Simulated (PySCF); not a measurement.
# PSe: from the state search to spectroscopic constants

One table from this session's results is given with a row withheld; the runs are named, their logs left out.

Program: PySCF 2.14.0. Level of theory: P 6-31G(d,p), Se 6-31G(d,p), no relativity. These are calculated values, not measurements.

The first run:

The job is set up so:

| Item | Value |
| --- | --- |
| atoms | P, Se |
| charge | 0 |
| basis | P 6-31G(d,p), Se 6-31G(d,p) |
| Hamiltonian | no relativity |
| basis functions | 50 |
| electrons treated | 49 |
| masses in u | 30.9738, 79.9165 |
| levels | PBE0, PBE, r²SCAN, BP86, PW91, TPSS, HF, MP2, SCS-MP2, CCSD, CCSD(T) |
| grid | 80 radial by 434 angular points |
| occupations | held fixed by the projection of orbital angular momentum |
| dissociation limit | P + Se, each in its ground configuration |
| starting distance in angstrom | 2.180 |
| values of 2S to try | 1, 3, 5 |

Started as:

```
$ OMP_NUM_THREADS=1 python dia.py task.json out
```

Steps of the session up to this table: Input; First curve: PBE0; Excited determinants; PBE (GGA); r²SCAN (meta-GGA); BP86 (GGA); PW91; TPSS (meta-GGA); UHF; MP2 and coupled cluster.

One of the session's tables, all rows but one given; the rest of the session is left out.

It belongs to the step «Constants by level of theory». 

```
   level  Re (Å)  ωe (cm⁻¹)  De (eV)  μ (D)
UHF-CCSD   2.058        565     2.71    n/a
     PBE   2.070        551     4.09  -0.19
    PW91   2.070        550     4.12  -0.21
    BP86   2.074        545     4.14  -0.22
    TPSS   2.062        558     3.92  -0.24
  r²SCAN       ?          ?        ?      ?
    PBE0   2.041        590     3.64  -0.33
```

**Question.** Estimate the row for r²SCAN.

**Answer.** Re (Å): 2.052; ωe (cm⁻¹): 573; De (eV): 3.73; μ (D): -0.26. In the column «Re (Å)» it lies between PBE0 (2.041) and UHF-CCSD (2.058).

De is counted to P + Se in their ground configurations.
